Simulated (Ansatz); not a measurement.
# CH3NSn: basis-set convergence

An exercise on one series of results from a longer session: the logs are not shown, and one member is left open.

Computed with Ansatz 0.2.0, Gaussian basis. Level: one geometry, several basis sets.

Levels to be run: PBE0-D4/def2-SVP; ωB97M-V/def2-SVP; PBE0-D4/def2-QZVPP; ωB97M-V/def2-QZVPP; the functionals' def2-TZVPP values are taken from earlier runs.

1 further run of the same task is left out (for a known fault of the program).

### The geometry

An earlier PBE0-D4 in a triple-zeta def2 set relaxation fixed the geometry. Sn takes the def2 core potential; no spin-orbit term is included.

SMILES `N#[C][SnH3]`, 6 atoms, charge 0, spin multiplicity 1.

Atoms are counted from 1 here; the program's logs count them from 0.

Bond lengths: N1–C2 1.152 Å, C2–Sn3 2.112 Å, Sn3–H4 1.695 Å, Sn3–H5 1.695 Å, Sn3–H6 1.695 Å. Angles: N1–C2–Sn3 179.8°, C2–Sn3–H4 106.1°, C2–Sn3–H5 106.0°, C2–Sn3–H6 106.1°, H4–Sn3–H5 112.7°, H4–Sn3–H6 112.6°, H5–Sn3–H6 112.6°.

Coordinates:

```
atom     x (Å)     y (Å)     z (Å)
  N1   2.05705  -0.92466   1.31066
  C2   1.14959  -0.51811   0.72850
 Sn3  -0.51393   0.22162  -0.34280
  H4  -0.14503   1.83012  -0.73138
  H5  -0.66369  -0.76371  -1.71427
  H6  -1.84188   0.09074   0.70300
```

Set-up of the first run:

File in.yaml:

```yaml
crystal:
  periodic: [false, false, false]
  atoms:
    - {symbol: N, position_ang: [2.057048, -0.924658, 1.310657]}
    - {symbol: C, position_ang: [1.149591, -0.518109, 0.728496]}
    - {symbol: Sn, position_ang: [-0.513933, 0.221619, -0.342797]}
    - {symbol: H, position_ang: [-0.145034, 1.830119, -0.731384]}
    - {symbol: H, position_ang: [-0.663688, -0.763714, -1.714275]}
    - {symbol: H, position_ang: [-1.841885, 0.090742, 0.703003]}
basis:
  gaussian: {orbitals: def2-SVP}
hamiltonian: {xc: pbe0, dispersion: d4}
output: {orbitals: {seedname: orbitals}}
```

On the command line:

```sh
ansatz run in.yaml --threads 2 --pin off --events-out ev --progress --plain --max-ram 32768MiB --backend cpu
```

Among the steps run: PBE0-D4 in def2-SVP; ωB97M-V in def2-SVP; PBE0-D4 in def2-QZVPP; ωB97M-V in def2-QZVPP.

One of the session's tables, all rows but one given; the rest of the session is left out.

It belongs to the step «Density functionals: the series». 

```
functional       basis  HOMO (eV)  LUMO (eV)
   PBE0-D4    def2-SVP      -9.45      -0.11
   PBE0-D4  def2-TZVPP      -9.53      -0.35
   PBE0-D4  def2-QZVPP          ?          ?
   ωB97M-V    def2-SVP     -11.66       1.62
   ωB97M-V  def2-TZVPP     -11.78       1.03
   ωB97M-V  def2-QZVPP     -11.80       0.78
```

Estimate the missing values for PBE0-D4, def2-QZVPP.

As computed: HOMO (eV): -9.54; LUMO (eV): -0.41. In the column «HOMO (eV)» it lies between ωB97M-V, def2-SVP (-11.66) and PBE0-D4, def2-TZVPP (-9.53).
